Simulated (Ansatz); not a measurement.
# Mn3Sn: the cost of one run

Method: DFT PBE, scalar-relativistic, plane waves, PAW, in Ansatz 0.2.0.

### 1 The structure to begin with

Symmetry: P6_3/mmc, No. 194, hexagonal system. The conventional cell has a = 5.583 Å, b = 5.583 Å, c = 4.478 Å, α = 90.00°, β = 90.00°, γ = 120.00°. Mn (site symmetry mm2) is surrounded by 8 Mn at 2.70 to 2.89 Å and 4 Sn at 2.79 Å. Sn (site symmetry -6m2) is surrounded by 12 Mn at 2.79 Å.

As a file:

```cif
data_structure
_symmetry_space_group_name_H-M 'P 1'
_symmetry_Int_Tables_number 1
_cell_length_a 5.5833
_cell_length_b 5.5833
_cell_length_c 4.4779
_cell_angle_alpha 90.000
_cell_angle_beta 90.000
_cell_angle_gamma 120.000
_cell_volume 120.89
loop_
_atom_site_label
_atom_site_type_symbol
_atom_site_fract_x
_atom_site_fract_y
_atom_site_fract_z
_atom_site_occupancy
Mn1 Mn 0.83896 0.67793 0.25000 1
Mn2 Mn 0.16104 0.83896 0.75000 1
Mn3 Mn 0.32207 0.16104 0.25000 1
Mn4 Mn 0.16104 0.32207 0.75000 1
Mn5 Mn 0.83896 0.16104 0.25000 1
Mn6 Mn 0.67793 0.83896 0.75000 1
Sn1 Sn 0.33333 0.66667 0.25000 1
Sn2 Sn 0.66667 0.33333 0.75000 1
```

An earlier run at PBE left this cell at 15.111 Å³/atom and 0.01 GPa (8×8×8 mesh).

### 2 Antiferromagnetic, in the cell as typed

File input.yaml:

```yaml
crystal:
  lattice:
    - [5.5832669076, 0.0, 0.0]
    - [-2.7916334538, 4.8352509781, 0.0]
    - [0.0, 0.0, 4.4779350196]
  atoms:
    - { symbol: Mn, position: [0.8389627555, 0.677925511, 0.25], spin: 3.5 }
    - { symbol: Mn, position: [0.1610372445, 0.8389627555, 0.75], spin: -3.5 }
    - { symbol: Mn, position: [0.322074489, 0.1610372445, 0.25], spin: 3.5 }
    - { symbol: Mn, position: [0.1610372445, 0.322074489, 0.75], spin: -3.5 }
    - { symbol: Mn, position: [0.8389627555, 0.1610372445, 0.25], spin: 3.5 }
    - { symbol: Mn, position: [0.677925511, 0.8389627555, 0.75], spin: -3.5 }
    - { symbol: Sn, position: [0.3333333333, 0.6666666667, 0.25] }
    - { symbol: Sn, position: [0.6666666667, 0.3333333333, 0.75] }
basis:
  ecutwfc: 420
  ecutrho_ratio: 4
kpoints:
  mp_grid: { grid: [8, 8, 8] }
hamiltonian:
  xc: pbe
scf:
  occupations: { method: gaussian, width: 0.05 }
  lower_state_search: "off"
output:
  forces: true
  stress: true
  eigenvalues: true
  populations: true
magnetization:
  spin_polarized: true
```

Launch:

```bash
> ansatz run input.yaml --threads 4 --pin off --max-ram 10240MiB --backend cpu --events-out ev --progress --plain --runs-dir out
```

**Question.** How long does this run take on 4 threads of Oxide Virtual Turin-like (Zen 5), shared host, and how much memory does it need?

About 1.9 min, with a peak of 1.1 GiB.
